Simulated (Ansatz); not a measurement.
# FH₈NSi₂ (built from SMILES N[SiH2]F.[SiH4]): search for a transition state

Wanted: the transition state of a four-centre ligand exchange (form Si1–Si7, F2–H6 and break Si1–F2, H6–Si7). The guess is relaxed with those distances held, a saddle search follows, and vibrations and two downhill relaxations check it.

The runs use Ansatz 0.2.0, Gaussian basis; PBE0-D4, def2-SVP first, then def2-TZVP.

152 further runs of the same task are left out: 152 set aside as unsound or not needed.

## (1) Starting geometry

The guess: 12 atoms, charge 0, spin multiplicity 1.

Atoms are counted from 1 here; the program's logs count them from 0.

Bond lengths: Si1–H3 1.454 Å, Si1–H4 1.467 Å, Si1–N5 1.710 Å, N5–H8 1.008 Å, N5–H9 1.006 Å, H6–Si7 1.717 Å, Si7–H10 1.463 Å, Si7–H11 1.469 Å, Si7–H12 1.465 Å. Angles: H3–Si1–H4 110.6°, H3–Si1–N5 122.4°, H4–Si1–N5 103.9°, Si1–N5–H8 117.8°, Si1–N5–H9 119.7°, H8–N5–H9 110.6°, H6–Si7–H10 125.3°, H6–Si7–H11 89.6°, H6–Si7–H12 120.4°, H10–Si7–H11 104.5°, H10–Si7–H12 106.6°, H11–Si7–H12 105.0°.

As a file:

```
Si   -0.9552    0.1817    0.3640
F    -0.0981   -2.0627   -0.4324
H    -2.0814   -0.4537   -0.3019
H    -1.2649    1.5797    0.6824
N    -0.2827   -0.4304    1.8119
H     0.3429   -0.8608   -0.7352
Si    0.9898    0.6442   -1.2483
H    -0.0052   -1.3997    1.8284
H    -0.6753   -0.1594    2.6980
H     1.7623    1.5625   -0.4109
H     2.0007   -0.0723   -2.0373
H     0.2672    1.4709   -2.2186
```

Distances that are to change: Si1–Si7 2.57 Å, F2–H6 1.32 Å, Si1–F2 2.53 Å, H6–Si7 1.72 Å.

## (2) Relaxing the guess with the reacting distances held

hold/in.yaml

```yaml
crystal:
  periodic: [false, false, false]
  atoms:
    - {symbol: Si, position_ang: [-0.955200, 0.181700, 0.364000]}
    - {symbol: F, position_ang: [-0.098100, -2.062700, -0.432400]}
    - {symbol: H, position_ang: [-2.081400, -0.453700, -0.301900]}
    - {symbol: H, position_ang: [-1.264900, 1.579700, 0.682400]}
    - {symbol: N, position_ang: [-0.282700, -0.430400, 1.811900]}
    - {symbol: H, position_ang: [0.342900, -0.860800, -0.735200]}
    - {symbol: Si, position_ang: [0.989800, 0.644200, -1.248300]}
    - {symbol: H, position_ang: [-0.005200, -1.399700, 1.828400]}
    - {symbol: H, position_ang: [-0.675300, -0.159400, 2.698000]}
    - {symbol: H, position_ang: [1.762300, 1.562500, -0.410900]}
    - {symbol: H, position_ang: [2.000700, -0.072300, -2.037300]}
    - {symbol: H, position_ang: [0.267200, 1.470900, -2.218600]}
basis:
  gaussian: {orbitals: def2-SVP}
hamiltonian: {xc: pbe0, dispersion: d4}
relax: {f_tol: 0.04, max_steps: 150, escape_saddle: false, constraints: [{distance: [0, 6]}, {distance: [1, 5]}, {distance: [0, 1]}, {distance: [5, 6]}]}
```

Command:

```bash
> ansatz run in.yaml --threads 4 --pin off --events-out ev --progress --plain --max-ram 9574MiB
```

Further steps of the session: Force constants to start from; Saddle search in the small basis; Saddle search in triple zeta; Vibrations at the point found; Relaxing after a step of 0.30 Å one way along the mode; Relaxing after a step of 0.30 Å the other way along the mode.

What does the calculation give? Wanted: imaginary mode; barrier from the start side; barrier from the end side; energy of the step; pairs that change; zero-point energy at the saddle.

The runs gave:

| quantity | value |
| --- | --- |
| imaginary mode | 1054i cm⁻¹ |
| barrier from the start side | 62.3 kcal/mol |
| barrier from the end side | 28.9 kcal/mol |
| energy of the step | +33.4 kcal/mol |
| pairs that change | Si1–Si7 formed, F2–H6 formed, Si1–F2 broken, H6–Si7 broken |
| zero-point energy at the saddle | 2.087 eV |

What this shows: One imaginary mode, 1054i cm⁻¹, makes this a first-order saddle. It joins the planned start and end. At PBE0-D4/def2-TZVP the electronic barrier is 62.3 kcal/mol, about 105 kT at 298 K, and the step runs 33.4 kcal/mol uphill. The barrier is thin enough for tunnelling; the leading (Wigner) term alone is a factor of 2.1 at 298 K. A step off the saddle overshot and began above it in energy, so the link to its end is likely but not proven. Lower complexes than these ends may exist.
